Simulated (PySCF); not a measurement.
# C3H8BFS: the cost of one run

The runs use PySCF 2.14.0, with density-fitted response routines of our own; the level of theory stands in each step. All values are computed, except where a source is named. Atoms count from 0, in the outputs and in this text.

### Step 1. The starting structure

14 atoms, charge 0, multiplicity 1; geometry from: GFN2-xTB.

Bonds of the start (Å): C0–S1 1.82, S1–B2 2.04, B2–C3 1.63, C3–F4 1.39, C3–C5 1.53, C5–S1 1.83, C0–H6 1.09, C0–H7 1.08, C0–H8 1.09, B2–H9 1.18, B2–H10 1.18, C3–H11 1.10, C5–H12 1.09, C5–H13 1.09.

### Step 2. TDDFT and polarisability: CAM-B3LYP/def2-SVPD

What the job is given:

```
{"job": {"kind": "uv", "xc": "CAM-B3LYP", "basis": "def2-SVPD", "nstates": 8, "ntriplets": 3}, "charge": 0, "multiplicity": 1}
C      1.698668     0.440217     0.841783
S      1.059198    -0.030121    -0.797703
B     -0.701508     0.998355    -0.838212
C     -1.365794    -0.259271    -0.032109
F     -2.554436    -0.774347    -0.535285
C     -0.219215    -1.233184    -0.290604
H      2.371539     1.278630     0.693068
H      0.880048     0.733693     1.489285
H      2.244211    -0.401218     1.258336
H     -0.541784     2.011475    -0.258832
H     -1.003140     1.070183    -1.972227
H     -1.556285    -0.126056     1.039797
H     -0.437651    -1.856763    -1.156216
H      0.125470    -1.852067     0.536753
```

Method: TDDFT CAM-B3LYP/def2-SVPD, vertical, gas phase, core orbitals frozen in the response.

Run with:

```
$ OMP_NUM_THREADS=1 python probes_run.py task.json out
```

This one command runs all jobs of the session in turn.

**Question.** How long does this first job take on 1 thread of Arm Neoverse N1, shared host, and how much memory does it need?

About 60 s, with a peak of 0.86 GiB.
